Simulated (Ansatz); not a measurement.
# Re: the cost of one run

Method: DFT LDA, scalar-relativistic, in Ansatz 0.2.0.

## 1. The starting structure

Symmetry: Fm-3m, No. 225, cubic system. The conventional cell has a = 3.950 Å, b = 3.950 Å, c = 3.950 Å, α = 90.00°, β = 90.00°, γ = 90.00°. Around Re (site symmetry m-3m) lie 12 Re at 2.79 Å.

Coordinates:

```
Re
1.0
     0.00000    1.97500    1.97500
     1.97500    0.00000    1.97500
     1.97500    1.97500    0.00000
Re
1
Direct
  0.00000 0.00000 0.00000
```

The geometry is a database entry used as it stands. It may stem from high pressure or temperature, or be incomplete, so it serves as a test cell.

## 2. Volume × 0.94, LAPW

input.yaml

```yaml
crystal:
  lattice:
    - [0.0, 1.9346825647, 1.9346825647]
    - [1.9346825647, 0.0, 1.9346825647]
    - [1.9346825647, 1.9346825647, 0.0]
  atoms:
    - { symbol: Re, position: [0.0, 0.0, 0.0] }
kpoints:
  mp_grid: { grid: [14, 14, 14] }
  band_path:
    path:
      - [0.0, 0.0, 0.0]
      - [0.5, 0.0, 0.5]
      - [0.625, 0.25, 0.625]
      - [0.375, 0.375, 0.75]
      - [0.0, 0.0, 0.0]
      - [0.5, 0.5, 0.5]
      - [0.5, 0.25, 0.75]
      - [0.5, 0.0, 0.5]
    npoints: 5
scf:
  occupations: { method: fermi_dirac, width: 0.03 }
hamiltonian:
  xc: lda
  pseudopotentials: { kind: all_electron, lapw: { basis_error: 0.001 } }
output:
  forces: true
  stress: true
  eigenvalues: true
```

Command:

```bash
> ansatz run input.yaml --threads 1 --pin off --max-ram 3072MiB --backend cpu --events-out ev --progress --plain --runs-dir out
```

What time and memory should one allow on 1 thread of Intel Xeon 6975P-C (Granite Rapids), shared host?

About 6 s, with a peak of 0.35 GiB.
